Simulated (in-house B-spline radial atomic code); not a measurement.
# Ru²⁰⁺: ionisation energy by several methods

Wanted: one ionisation energy, Ru²⁰⁺ to configuration [Ar] 3d5, up the ladder of functionals.

The numbers are computed with in-house B-spline radial atomic code version 1 (Dirac-Coulomb, several functionals; spherical all-electron atom at the radial basis limit), except any that are marked as measured or tabulated.

**1. Starting point**

* element: ruthenium (Z = 44)
* charge: +20
* electrons: 24
* configuration: [Ar] 3d6
* nucleus: Fermi, rms radius 4.481 fm

The outer shells:

[Ar] 3d6
```
[Ar] core
3d [↑↓][↑ ][↑ ][↑ ][↑ ]
```

The boxes only draw the filling; these runs are spin-restricted and spherical.

**2. AM05, a GGA**

Input settings:

```ini
Z = 44
electrons = 24.0
configuration = [Ar] 3d6
hamiltonian = dirac
method = am05
spin_polarised = False
nucleus = fermi
rms_radius = 4.4809
mass_number = 102
atomic_mass = 101.904340312
speed_of_light = 137.035999084
```

**3. OLYP, a GGA**

The settings differ from step 2 so:

```diff
@@ -4,3 +4,3 @@
 hamiltonian = dirac
-method = am05
+method = optx,lyp
 spin_polarised = False
```

Q: The tabulated ionisation energy is 905 ± 4 eV (tabulated theoretical; NIST Atomic Spectra Database). What does each method give, and which comes nearest?

As calculated:

| method | rung | total energy (hartree) | ΔSCF (eV) | with Breit, QED, recoil (eV) | −ε highest (eV) | corrected ΔSCF less tabulated (eV) |
| --- | --- | --- | --- | --- | --- | --- |
| AM05 | GGA | -4320.3795 | 913.84 | 913.60 | 880.06 (3d5/2) | +8.60 |
| OLYP | GGA | -4326.0399 | 916.23 | 915.99 | 882.44 (3d5/2) | +10.99 |

Against the tabulated ionisation energy, 905 ± 4 eV (tabulated theoretical; NIST Atomic Spectra Database), the best here is AM05 (+8.60 eV) and the worst OLYP (+10.99 eV, or 1.2 %). All methods miss on the same side by much the same amount, which points to something that they share. Open shells are averaged (over orientations, and over spins where the run is restricted), while tables refer to the lowest levels. For the semilocal functionals minus the highest level recovers only 96 % of their own ΔSCF value, a mark of self-interaction.

Members of this set that are not shown: 2 used exact exchange with fractional occupations of an open shell, which is unsound here.
